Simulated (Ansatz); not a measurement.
# ZrS (septet): the correlation ladder, def2-TZVPP

The task here is to estimate one member of a computed series from the others.

Computed with Ansatz 0.2.0, Gaussian basis. Level: def2-TZVPP, core rule «outside noble gas», up to 9 orbitals frozen.

Plan: UHF; ROHF; CCSD(T) on UHF.

## The geometry

The geometry is a PBE0/def2-TZVP stationary point (not a proven minimum) of the parent state, kept for this charge and spin. No spin-orbit coupling is included. Elements past krypton take def2 core potentials.

2 atoms, charge 0, spin multiplicity 7.

Atoms are counted from 1 here; the program's logs count them from 0.

Bond lengths: Zr1–S2 2.454 Å.

The first run:

in.yaml

```yaml
crystal:
  periodic: [false, false, false]
  atoms:
    - {symbol: Zr, position_ang: [0.000000, 0.000000, 0.000000]}
    - {symbol: S, position_ang: [0.000000, 0.000000, 2.454200]}
basis:
  gaussian: {orbitals: def2-TZVPP}
magnetization: {spin_polarized: true, initial_magnetization: 6}
hamiltonian: {xc: hf}
output: {orbitals: {seedname: orbitals}}
```

Run with:

```
$ ansatz run in.yaml --threads 1 --pin off --events-out ev --progress --plain --max-ram 4096MiB --backend cpu
```

Among the steps run: UHF; ROHF; CCSD(T) on UHF.

One table of the session follows, with a row left open; its other results are not shown here.

| method | from UCCSD(T) (meV) |
| --- | --- |
| ROHF | ? |
| UHF | +5411.7 |
| UMP2 | +1026.8 |
| UCCSD | +206.2 |
| UCCSD(T) | 0 |

**Question.** Estimate the row for ROHF.

The run gave: from UCCSD(T) (meV): +5707.4. In the column «from UCCSD(T) (meV)» it is the highest.
